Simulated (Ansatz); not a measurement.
# MP2/6-31G(d) (spherical functions) run of C4H8O2 (1,4-dioxane)

Aim: the electronic atomisation energy of C4H8O2 (1,4-dioxane) at MP2/6-31G* (spherical functions), from 4 runs. 

The calculation is run with Ansatz 0.2.0.

33 further runs of the same task are left out: 33 set aside as unsound or not needed. Runs told in other sessions of the task aren't counted.

## Step 1: The structure to begin with

C4H8O2 has 14 atoms, charge 0, and is taken as a singlet. SMILES: `C1COCCO1`. The shape is that of a PBE0-D4/def2-TZVP optimisation. The six-membered ring is boat-like, not the chair, which as a rule lies lower.

Bond lengths: C1–C2 1.509 Å, C2–O3 1.415 Å, O3–C4 1.415 Å, C4–C5 1.509 Å, C1–O6 1.415 Å, C5–O6 1.415 Å, C1–H7 1.099 Å, C1–H8 1.093 Å, C2–H9 1.099 Å, C2–H10 1.093 Å, C4–H11 1.093 Å, C4–H12 1.099 Å, C5–H13 1.099 Å, C5–H14 1.093 Å. Some angles: C1–C2–O3 111.8°, C2–C1–O6 111.8°, C2–O3–C4 113.2°, O3–C4–C5 111.8°, C4–C5–O6 111.8°, C1–O6–C5 113.2°, C1–C2–H9 109.6°, C1–C2–H10 110.1°, O3–C2–H9 110.2°, O3–C2–H10 107.4°.

## Step 2: The energy at MP2/6-31G(d) (spherical functions)

The input, job.yaml:

```yaml
crystal:
  periodic: [false, false, false]
  atoms:
    - symbol: C
      position_ang: [-0.755110, 0.429840, 1.042560]
    - symbol: C
      position_ang: [0.745370, 0.276440, 1.099920]
    - symbol: O
      position_ang: [1.198590, -0.767220, 0.258360]
    - symbol: C
      position_ang: [0.360900, -0.984650, -0.861440]
    - symbol: C
      position_ang: [-0.351150, 0.278370, -1.281020]
    - symbol: O
      position_ang: [-1.198450, 0.767440, -0.258360]
    - symbol: H
      position_ang: [-1.233510, -0.501870, 1.375790]
    - symbol: H
      position_ang: [-1.077050, 1.229830, 1.714480]
    - symbol: H
      position_ang: [1.223490, 1.225060, 0.817880]
    - symbol: H
      position_ang: [1.059510, 0.033660, 2.118500]
    - symbol: H
      position_ang: [0.993260, -1.347710, -1.675930]
    - symbol: H
      position_ang: [-0.377950, -1.766340, -0.635500]
    - symbol: H
      position_ang: [0.387970, 1.043080, -1.558370]
    - symbol: H
      position_ang: [-0.975870, 0.084070, -2.156860]
basis:
  gaussian:
    orbitals: 6-31G_st_-spherical.json
total_charge: 0
correlation:
  method: mp2
  frozen_orbitals: {C: 1, H: 0, O: 1}
accuracy: high
```

The basis set 6-31G* is read from a file made from the Basis Set Exchange's data (not shown).

Command:

```sh
ansatz run job.yaml --threads 1 --pin off --max-ram 3480MiB --events-out events.jsonl --progress --plain --runs-dir runs
```

Standard output:

```text
Warning: RAYON_NUM_THREADS=1 ignored (pool sized by the plan → 1); use --threads N
Functional definition: HF
  name "HF"
  exchange = exact_x
  correlation = 0
2557 factors; integrals over basis functions are off by at most 3.1e-9 eV
mean field evaluation 1: about -8318.5883 eV, gradient 3.5e1 eV
mean field evaluation 2: about -8318.5912 eV, gradient 3.5e1 eV
mean field evaluation 4: about -8321.5106 eV, gradient 4.9e0 eV
mean field evaluation 8: about -8321.5645 eV, gradient 1.1e-1 eV
mean field -8321.56451495 eV, -305.8118553652 hartree, gradient 1.3e-8 eV, S^2 0.000000; 0 other end points of the search recorded, 0 dependent functions left out
6 core orbitals not correlated: weight in the atoms' cores, before any rotation towards them, 1.000 or more for the frozen orbitals, at most 0.000 for the correlated occupied ones
reference -8321.56451495 eV, -305.8118553652 hartree; 18, 18 occupied and 76, 76 virtual orbitals, 2557 factors
second order -23.33514416 eV of doubles, -0.00000000 eV of singles
Total energy: -8344.89965910 eV, -306.6694060959 hartree
```

Wall time 2.7 s (1 thread of AMD EPYC 9R45 (Zen 5), shared host); peak memory 0.36 GiB.

## Step 3: The C atom at the same level

The input, input.yaml:

```yaml
crystal:
  periodic: [false, false, false]
  atoms:
    - {symbol: C, position_ang: [0.000000, 0.000000, 0.000000]}
basis:
  gaussian:
    orbitals: 6-31G_st_-spherical.json
magnetization:
  spin_polarized: true
  initial_magnetization: 2
correlation:
  method: mp2
  frozen_orbitals: {C: 1}
accuracy: high
```

The basis set 6-31G* is read from a file made from the Basis Set Exchange's data (not shown).

Run the same way, it converges to -37.73144 Eh (log not shown).

## Step 4: The H atom: a single-point energy at UHF/6-31G(d) (spherical functions)

The input, run.yaml:

```yaml
crystal:
  periodic: [false, false, false]
  atoms:
    - {symbol: H, position_ang: [0.000000, 0.000000, 0.000000]}
basis:
  gaussian:
    orbitals: "6-31G*"
hamiltonian:
  xc: hf
magnetization:
  spin_polarized: true
  initial_magnetization: 1
accuracy: high
```

Run the same way, it converges to -0.49823 Eh (log not shown).

## Step 5: The O atom at the same level

The input, job.yaml:

```yaml
crystal:
  periodic: [false, false, false]
  atoms:
    - symbol: O
      position_ang: [0.000000, 0.000000, 0.000000]
basis:
  gaussian:
    orbitals: 6-31G_st_-spherical.json
accuracy: high
magnetization:
  spin_polarized: true
  initial_magnetization: 2
correlation:
  method: mp2
  frozen_orbitals: {O: 1}
```

The basis set 6-31G* is read from a file made from the Basis Set Exchange's data (not shown).

Run the same way, it converges to -74.87816 Eh (log not shown).

## Step 6: Outcome

Level: MP2/6-31G* (spherical functions), 6 core orbitals frozen.

| quantity | value |
| --- | --- |
| molecule: total energy | -306.66941 Eh |
| molecule: correlation energy (6 core orbitals frozen) | -857.6 mEh |
| C atom: total energy | -37.73144 Eh |
| C atom: correlation energy (1 core orbital frozen) | -50.9 mEh |
| C atom: ⟨S²⟩ of the reference determinant | 2.005 |
| H atom: total energy | -0.49823 Eh |
| H atom: ⟨S²⟩ | 0.750 |
| O atom: total energy | -74.87816 Eh |
| O atom: correlation energy (1 core orbital frozen) | -95.0 mEh |
| O atom: ⟨S²⟩ of the reference determinant | 2.006 |
| electronic atomisation energy | 54.463 eV |

Taking the molecule apart into free atoms costs 54.46 eV (1256 kcal/mol), before zero-point energy and without spin-orbit coupling.
